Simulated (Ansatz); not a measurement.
**CuO2: relaxation of cell and atoms with LDA**

CuO2:

```
Cu O
1.0
     1.41261   -5.21075    0.00000
     1.41261    5.21075    0.00000
     0.00000    0.00000    4.34342
Cu O
2 4
Direct
  0.16725 0.83275 0.75000
  0.83275 0.16725 0.25000
  0.78897 0.21103 0.75000
  0.21103 0.78897 0.25000
  0.55149 0.44851 0.75000
  0.44851 0.55149 0.25000
```

The cell comes from a database or a generator and needn't be the stable form of this composition.

```json
{
 "Program": "Ansatz 0.2.0",
 "Task": "relaxation of cell and atoms",
 "Functional": "LDA",
 "Potentials or basis": "Ansatz PAW",
 "Cutoff": "420 eV (not typed: the program's choice for these potentials)",
 "k mesh": "10 × 10 × 6",
 "Occupations": "fermi-dirac, width 0.05 eV",
 "Spin": "no spin polarisation"
}
```

The relaxed volume is 8.77 Å³/atom. The relaxed cell is a = 5.093 Å, b = 5.093 Å, c = 3.699 Å, α = 90.00°, β = 90.00°, γ = 146.75°, the space group after relaxing (to 0.05 Å) is Cmcm (No. 63) and the energy gained by relaxing is 79.1 meV/atom. The ionic steps are 20. The pressure after relaxing is 0.0 GPa. The band gap on the k mesh is none (metal or under the smearing width).

The path:
| step | energy change (eV) | largest force (eV/Å) | volume (Å³) |
| --- | --- | --- | --- |
| 1 | 0.0000 | 0.7907 | 63.94 |
| 2 | -0.3315 | 0.3313 | 58.47 |
| 3 | -0.4496 | 0.2460 | 53.59 |
| 4 | -0.4614 | 0.1926 | 53.44 |
| 5 | -0.4707 | 0.0885 | 53.70 |
| 6 | -0.4737 | 0.1345 | 53.71 |
| 7 | -0.4828 | 0.0360 | 53.24 |
| 8 | -0.4891 | 0.0123 | 52.79 |
| 9 | -0.4909 | 0.0341 | 52.88 |
| 10 | -0.4980 | 0.0953 | 52.70 |
| 11 | -0.4974 | 0.0859 | 52.85 |
| 12 | -0.4998 | 0.0164 | 52.78 |
| 13 | -0.4990 | 0.0267 | 52.88 |
| 14 | -0.4993 | 0.0021 | 52.85 |
| 15 | -0.4731 | 0.0039 | 52.85 |
| 16 | -0.4761 | 0.0062 | 52.61 |
| 17 | -0.4763 | 0.0029 | 52.61 |
| 18 | -0.4745 | 0.0027 | 52.61 |
| 19 | -0.4746 | 0.0002 | 52.60 |
| 20 | -0.4745 | 0.0002 | 52.60 |

Final structure:
```cif
data_structure
_symmetry_space_group_name_H-M 'P 1'
_symmetry_Int_Tables_number 1
_cell_length_a 5.0930
_cell_length_b 5.0930
_cell_length_c 3.6986
_cell_angle_alpha 90.000
_cell_angle_beta 90.000
_cell_angle_gamma 146.751
_cell_volume 52.60
loop_
_atom_site_label
_atom_site_type_symbol
_atom_site_fract_x
_atom_site_fract_y
_atom_site_fract_z
_atom_site_occupancy
Cu1 Cu 0.15623 0.84377 0.75000 1
Cu2 Cu 0.84377 0.15623 0.25000 1
O1 O 0.79408 0.20592 0.75000 1
O2 O 0.20592 0.79408 0.25000 1
O3 O 0.52807 0.47193 0.75000 1
O4 O 0.47193 0.52807 0.25000 1
```

Levels at points of the mesh, in eV from the Fermi level:
```tsv
k point	band 28	band 29	band 30	band 31	band 32	band 33	band 34	band 35
(0.00, 0.00, 0.00)	-1.69	-1.53	-1.11	-0.72	-0.22	0.66	1.78	5.67
(0.00, 0.00, -0.50)	-2.03	-0.67	-0.67	0.26	0.26	0.28	0.28	8.49
(0.00, -0.50, 0.00)	-2.13	-1.91	-1.86	-1.28	0.07	0.14	1.97	9.72
(0.00, -0.50, -0.50)	-2.60	-1.00	-1.00	0.18	0.18	0.69	0.69	10.89
(-0.50, -0.50, 0.00)	-1.64	-1.63	-1.09	-0.46	0.21	0.62	1.93	7.64
(-0.50, -0.50, -0.50)	-2.02	-0.67	-0.67	0.45	0.45	0.50	0.50	8.90
```

Wall time 63 s on 2 threads of AMD EPYC 9R45 96-Core Processor (Zen 5), with other jobs on the host, peak memory 0.58 GiB.

Caveat: the volume moved by over 15 % at a fixed basis, so the end points are rough; the plane-wave basis is chosen anew once the cell has moved, so the energies of steps on either side of that aren't comparable; the pressure holds a Pulay correction of +1.4 GPa for the finite cutoff; the run has no spin polarisation, though such a crystal can be magnetic; semilocal functionals often make such compounds metallic where correlation or magnetic order opens a gap, which also shifts bond lengths; the PAW data sets come from PBE, with cores solved anew for the run's functional, which leaves a small shift of forces and pressure. With open d or f shells a metallic result of LDA can be an artefact of self-interaction; +U or a hybrid may open a gap.
